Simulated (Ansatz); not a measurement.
# C₃H₅F₃O: how energies converge with the basis set

One table from this session's results is given with a row withheld; the runs are named, their logs left out.

Computed with Ansatz 0.2.0, Gaussian basis. Level: one geometry, several basis sets.

The runs, in order: PBE0-D4/def2-SVP; ωB97M-V/def2-SVP; PBE0-D4/def2-QZVPP; ωB97M-V/def2-QZVPP; the functionals' def2-TZVPP values are taken from earlier runs.

**Structure used throughout**

The geometry comes from an earlier relaxation with PBE0-D4 in a triple-zeta def2 set; it is a stationary point, not always the lowest conformer.

SMILES `FCOCC(F)F`, 12 atoms, charge 0, spin multiplicity 1.

Atoms are counted from 1 here; the program's logs count them from 0.

Bond lengths: F1–C2 1.381 Å, C2–O3 1.372 Å, C2–H8 1.091 Å, C2–H9 1.094 Å, O3–C4 1.407 Å, C4–C5 1.510 Å, C4–H10 1.095 Å, C4–H11 1.093 Å, C5–F6 1.360 Å, C5–F7 1.352 Å, C5–H12 1.096 Å. Angles: F1–C2–O3 110.4°, F1–C2–H8 108.0°, F1–C2–H9 106.7°, O3–C2–H8 107.0°, O3–C2–H9 112.7°, H8–C2–H9 111.9°, C2–O3–C4 115.3°, O3–C4–C5 112.0°, O3–C4–H10 111.8°, O3–C4–H11 107.8°, C5–C4–H10 109.0°, C5–C4–H11 108.0°, H10–C4–H11 108.0°, C4–C5–F6 110.6°, C4–C5–F7 110.8°, C4–C5–H12 111.6°, F6–C5–F7 107.2°, F6–C5–H12 108.0° and more.

The first run:

in.yaml reads:

```yaml
crystal:
  periodic: [false, false, false]
  atoms:
    - {symbol: F, position_ang: [-0.146651, -2.395672, 0.928634]}
    - {symbol: C, position_ang: [0.223324, -1.115405, 1.292156]}
    - {symbol: O, position_ang: [0.908636, -0.506769, 0.271409]}
    - {symbol: C, position_ang: [0.123087, -0.101667, -0.823075]}
    - {symbol: C, position_ang: [-0.238055, 1.362787, -0.750464]}
    - {symbol: F, position_ang: [-0.957757, 1.624108, 0.373521]}
    - {symbol: F, position_ang: [0.873740, 2.130270, -0.700912]}
    - {symbol: H, position_ang: [0.908526, -1.189973, 2.137261]}
    - {symbol: H, position_ang: [-0.696508, -0.585671, 1.557954]}
    - {symbol: H, position_ang: [-0.795032, -0.692179, -0.905128]}
    - {symbol: H, position_ang: [0.708559, -0.260453, -1.731802]}
    - {symbol: H, position_ang: [-0.834970, 1.675425, -1.615453]}
basis:
  gaussian: {orbitals: def2-SVP}
hamiltonian: {xc: pbe0, dispersion: d4}
output: {orbitals: {seedname: orbitals}}
```

Launch:

```console
> ansatz run in.yaml --threads 2 --pin off --events-out ev --progress --plain --max-ram 32768MiB --backend cpu
```

Among the steps run: PBE0-D4 in def2-SVP; ωB97M-V in def2-SVP; PBE0-D4 in def2-QZVPP; ωB97M-V in def2-QZVPP.

One of the session's tables, all rows but one given; the rest of the session is left out.

It belongs to the step «Density functionals: the series». 

| functional | basis | HOMO (eV) | LUMO (eV) |
| --- | --- | --- | --- |
| PBE0-D4 | def2-SVP | -8.51 | 1.74 |
| PBE0-D4 | def2-TZVPP | ? | ? |
| PBE0-D4 | def2-QZVPP | -8.71 | 0.67 |
| ωB97M-V | def2-SVP | -10.91 | 3.45 |
| ωB97M-V | def2-TZVPP | -11.08 | 2.71 |
| ωB97M-V | def2-QZVPP | -11.13 | 1.84 |

Estimate the missing values for PBE0-D4, def2-TZVPP.

The run gave: HOMO (eV): -8.66; LUMO (eV): 1.21. In the column «HOMO (eV)» it lies between PBE0-D4, def2-QZVPP (-8.71) and PBE0-D4, def2-SVP (-8.51).
